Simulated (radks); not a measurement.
# Zr in [Ar] 3d10 4s2 4p5 4d2 5s2 6s1: an all-electron calculation

What are the levels of neutral zirconium, how large are its shells, and how does its energy divide?

The numbers are computed with radks (a radial shooting solver on a logarithmic mesh, Libxc functionals) version 1 (scalar-relativistic Kohn-Sham, r2SCAN, spin-polarised, spherical densities, finite nucleus; open shells are filled with parallel spins first), except any that are marked as measured or tabulated.

## Step 1: The atom as given

```
element            : zirconium (Z = 40)
charge             : 0
electrons          : 40
configuration      : [Ar] 3d10 4s2 4p5 4d2 5s2 6s1
nuclear rms radius : 4.2694 fm
```

The outer shells:

Zr
```
[Ar] core
3d [↑↓][↑↓][↑↓][↑↓][↑↓]
4s [↑↓]
4p [↑↓][↑↓][↑ ]
4d [↑ ][↑ ][  ][  ][  ]
5s [↑↓]
6s [↑ ]
```

## Step 2: Self-consistent calculation

The run's settings:

```text
Z 40
configuration [Ar] 3d10 4s2 4p5 4d2 5s2 6s1 5p0 5d0
relativity scalar-relativistic
functional r2scan,r2scan
spin polarised
nucleus finite rms 4.2694 fm
c 137.035999084
```

Q: Predict the outcome of this run.

The runs gave:

| quantity | value |
| --- | --- |
| total energy | -3597.76803 hartree |
| exchange-correlation share of it | 3.17 % |
| −T/E | 1.0283 |
| highest occupied level | 6s up, -1.554 eV |
| most extended occupied level | 6s up, <r> = 8.73 bohr |
| radius at density 0.001 e/bohr³ | 4.76 bohr |
| maxima of the radial density | 4 |

**Reading.** 6 principal shells are occupied and 4 maxima appear in the radial density; where shells overlap, one shows as a shoulder or not at all. −T/E is 1.028: with relativity the kinetic term as defined here no longer equals −E. This is not the tabulated ground configuration, so its levels and sizes aren't those of the ground state, and no measured value stands beside it.
